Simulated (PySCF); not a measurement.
# O3Si3: relaxation and vibrations and intensities, part 2 of 2

The task, for O3Si3: 2 runs in a chain (relaxation and vibrations and intensities).

PySCF 2.14.0; relaxation, pbe0, def2-tzvp, and further levels as typed in the inputs. The steps go on from the part before.

## Step 3: Vibrations and intensities: vibrations and intensities, pbe0, def2-tzvp

It takes the final geometry of step 2.

File run.py:

```python
from pyscf import gto, dft
from pyscf.hessian import thermo
import numpy as np
mol = gto.M(atom="mol.xyz", basis="def2-tzvp", verbose=4)
mf = dft.RKS(mol, xc="pbe0").density_fit().run(conv_tol=1e-9)
mol.verbose = 0; x = mol.atom_coords(); n = x.size; h = np.zeros((n, n + 3))
def point(d):
    m = mol.set_geom_(x + d.reshape(-1, 3), unit="Bohr", inplace=False); s = dft.RKS(m, xc="pbe0").density_fit()
    s.grids.level = 4
    s.run(mf.make_rdm1(), conv_tol=1e-10); g = s.nuc_grad_method(); g.grid_response = True
    return np.append(g.kernel(), s.dip_moment(unit="AU", verbose=0))
for k in range(n): d = np.zeros(n); d[k] = 0.01; h[k] = (point(d) - point(-d)) / 0.02
H = (h[:, :n] + h[:, :n].T) / 2
f = thermo.harmonic_analysis(mol, H.reshape(mol.natm, 3, mol.natm, 3).transpose(0, 2, 1, 3))
print("harmonic vibrations: frequency (1/cm), infrared intensity (km/mol)")
for w, q in zip(f["freq_wavenumber"], f["norm_mode"]): t = q.ravel() @ h[:, n:]; print(f"  {w.real - w.imag:9.2f} {974.88 * t @ t:9.2f}")
```

Run with:

```
$ python run.py
```

The log of the run:

```text
[INPUT] num. atoms = 6
[INPUT] num. electrons = 66
[INPUT] charge = 0
[INPUT] spin (= nelec alpha-beta = 2S) = 0
[INPUT] symmetry False subgroup None
[INPUT] Mole.unit = angstrom
[INPUT] Symbol           X                Y                Z      unit          X                Y                Z       unit  Magmom
[INPUT]  1 Si     1.757754420000   0.000882450000  -0.025478320000 AA    3.321674448044   0.001667588819  -0.048147046914 Bohr   0.0
[INPUT]  2 O      0.698550480000   1.286209180000  -0.010359750000 AA    1.320069091383   2.430583089101  -0.019577090219 Bohr   0.0
[INPUT]  3 Si    -0.949855090000   1.530579500000   0.000555140000 AA   -1.794965978124   2.892376066874   0.001049062561 Bohr   0.0
[INPUT]  4 O     -1.533713090000  -0.029403840000   0.016542660000 AA   -2.898297693760  -0.055565204611   0.031261096772 Bohr   0.0
[INPUT]  5 Si    -0.920684050000  -1.579106730000   0.017531300000 AA   -1.739840701755  -2.984079241158   0.033129355608 Bohr   0.0
[INPUT]  6 O      0.721997940000  -1.304792300000  -0.011069770000 AA    1.364378369100  -2.465700096441  -0.020918833562 Bohr   0.0

nuclear repulsion = 406.713793092804
number of shells = 72
number of NR pGTOs = 327
number of NR cGTOs = 204
basis = def2-tzvp
ecp = {}

******** <class 'pyscf.df.df_jk.DFRKS'> ********
method = DFRKS
initial guess = minao
damping factor = 0
level_shift factor = 0
DIIS = <class 'pyscf.scf.diis.CDIIS'>
diis_start_cycle = 1
diis_space = 8
diis_damp = 0
SCF conv_tol = 1e-09
SCF conv_tol_grad = None
SCF max_cycles = 50
direct_scf = False
XC library pyscf.dft.libxc version 7.0.0
    S. Lehtola, C. Steigemann, M. J.T. Oliveira, and M. A.L. Marques.,  SoftwareX 7, 1–5 (2018)
XC functionals = pbe0
    C. Adamo and V. Barone.,  J. Chem. Phys. 110, 6158 (1999)
    M. Ernzerhof and G. E. Scuseria.,  J. Chem. Phys. 110, 5029 (1999)
radial grids:
    Treutler-Ahlrichs [JCP 102, 346 (1995); DOI:10.1063/1.469408] (M4) radial grids

becke partition: Becke, JCP 88, 2547 (1988); DOI:10.1063/1.454033
pruning grids: <function nwchem_prune at 0x7d388e781c60>
grids dens level: 3
symmetrized grids: False
atomic radii adjust function: <function treutler_atomic_radii_adjust at 0x7d388e782980>
small_rho_cutoff = 0
Set gradient conv threshold to 3.16228e-05
Initial guess from minao.
tot grids = 99792
******** <class 'pyscf.df.df.DF'> ********
auxbasis = def2-tzvp-jkfit
init E= -1094.50308906824
  HOMO = -0.259014969572375  LUMO = -0.0996808241658067  gap/eV = 4.33570
cycle= 1 E= -1093.56480885288  delta_E= 0.938  |g|= 1.31  |ddm|= 2.32
  HOMO = -0.150973816824305  LUMO = -0.0477673622359328  gap/eV = 2.80839
cycle= 2 E= -1092.76708765447  delta_E= 0.798  |g|= 2.38  |ddm|= 1.76
  HOMO = -0.265726136885843  LUMO = -0.0862084900743623  gap/eV = 4.88492
cycle= 3 E= -1093.86545785522  delta_E= -1.1  |g|= 0.109  |ddm|= 1.24
  HOMO = -0.258602687355792  LUMO = -0.0744668578043739  gap/eV = 5.01059
cycle= 4 E= -1093.86809841746  delta_E= -0.00264  |g|= 0.0349  |ddm|= 0.14
  HOMO = -0.260302580801976  LUMO = -0.0768385095466486  gap/eV = 4.99231
cycle= 5 E= -1093.86834252325  delta_E= -0.000244  |g|= 0.00311  |ddm|= 0.0272
  HOMO = -0.260309810790989  LUMO = -0.0769023661390258  gap/eV = 4.99077
cycle= 6 E= -1093.86834503381  delta_E= -2.51e-06  |g|= 0.000769  |ddm|= 0.0027
  HOMO = -0.260341095896472  LUMO = -0.0769132952116684  gap/eV = 4.99132
cycle= 7 E= -1093.86834504377  delta_E= -9.96e-09  |g|= 0.000747  |ddm|= 0.000769
  HOMO = -0.260337235480306  LUMO = -0.0769167329757771  gap/eV = 4.99113
cycle= 8 E= -1093.86834514422  delta_E= -1e-07  |g|= 9.54e-05  |ddm|= 0.000377
  HOMO = -0.260337581440587  LUMO = -0.0769160544649312  gap/eV = 4.99115
cycle= 9 E= -1093.86834514591  delta_E= -1.69e-09  |g|= 1.52e-05  |ddm|= 7.67e-05
  HOMO = -0.260336860445125  LUMO = -0.0769160258405279  gap/eV = 4.99114
cycle= 10 E= -1093.86834514595  delta_E= -4.09e-11  |g|= 3.36e-06  |ddm|= 1.35e-05
  HOMO = -0.260336802562599  LUMO = -0.0769159390408346  gap/eV = 4.99114
Extra cycle  E= -1093.86834514594  delta_E= 6.82e-12  |g|= 3.7e-06  |ddm|= 7.08e-06
converged SCF energy = -1093.86834514594
harmonic vibrations: frequency (1/cm), infrared intensity (km/mol)
      99.22      0.00
      99.64      0.00
     205.25      0.21
     309.32     19.81
     309.47     19.81
     527.57      0.00
     598.30      0.00
     633.36     22.66
     633.60     22.59
     776.35      0.00
     990.49    788.14
     990.83    788.31
```

It took 9.8 min on 2 threads of Intel Xeon Platinum 8488C (Sapphire Rapids), shared host.

Harmonic frequencies from the force constants, with isotope-averaged masses (PySCF's default) and rigid motions projected out (i: imaginary):

```tsv
mode	cm⁻¹	IR (km/mol)
1	99	0.0
2	100	0.0
3	205	0.2
4	309	19.8
5	309	19.8
6	528	0.0
7	598	0.0
8	633	22.7
9	634	22.6
10	776	0.0
11	990	788.1
12	991	788.3
```

## Step 4: Results

The summary covers parts 1 to 2.

| quantity | value |
| --- | --- |
| harmonic frequencies (step 3) | 99 to 991 cm⁻¹ |
| zero-point energy (step 3) | 0.383 eV |

In words: In step 3 all modes are real: a minimum.
